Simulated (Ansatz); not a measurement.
**HfO2: a single-point run**

Wanted: a converged single-point run for HfO2, and a check of what comes out. The structure is shown as the input types it.

Method: density functional or hybrid calculation with the settings of its input, plane waves (as first typed), in Ansatz 0.2.0.

## 1. The structure to begin with

The structure is cubic, space group Fm-3m (No. 225). Conventional cell: a = 5.058 Å, b = 5.058 Å, c = 5.058 Å, α = 90.00°, β = 90.00°, γ = 90.00°. Around Hf (site symmetry m-3m) lie 8 O at 2.19 Å. Around O (site symmetry -43m) lie 4 Hf at 2.19 Å.

The input asks for a charge of +2 e on the cell.

Coordinates:

```xyz
3
Lattice="0.0000 2.5292 2.5292 2.5292 0.0000 2.5292 2.5292 2.5292 0.0000" Properties=species:S:1:pos:R:3 pbc="T T T"
Hf    0.0000    0.0000    0.0000
O     1.2646    1.2646    1.2646
O     3.7938    3.7938    3.7938
```

## 2. Input and run

File input.yaml:

```yaml
crystal:
  lattice:
    - [0.0, 2.5291823181, 2.5291823181]
    - [2.5291823181, 0.0, 2.5291823181]
    - [2.5291823181, 2.5291823181, 0.0]
  atoms:
    - { symbol: Hf, position: [0.0, 0.0, 0.0] }
    - { symbol: O, position: [0.25, 0.25, 0.25] }
    - { symbol: O, position: [0.75, 0.75, 0.75] }
kpoints:
  mp_grid: { grid: [6, 6, 6] }
hamiltonian:
  xc: r2scan
scf:
  occupations: { method: fixed }
  n_extra_bands: 4
  max_iter: 76
output:
  forces: true
  stress: true
  eigenvalues: true
total_charge: 2
```

Started as:

```
> ansatz run input.yaml --threads 4 --pin off --max-ram 3686MiB --backend cpu --events-out ev --progress --plain --runs-dir out
```

Q: Will this input give a usable result? If not, why, and what should change?

This run ends as converged, with warnings (band overlap at count, metallic iterate, unresolved pair at count). It gives a pressure of 53 GPa, which is large; a structure far from rest gives such values too, whatever the setting.

The suspect setting: total_charge is 2. The typed charge changes the electron count, so this is no longer the system that was meant.

The test: delete total_charge (the default then holds).
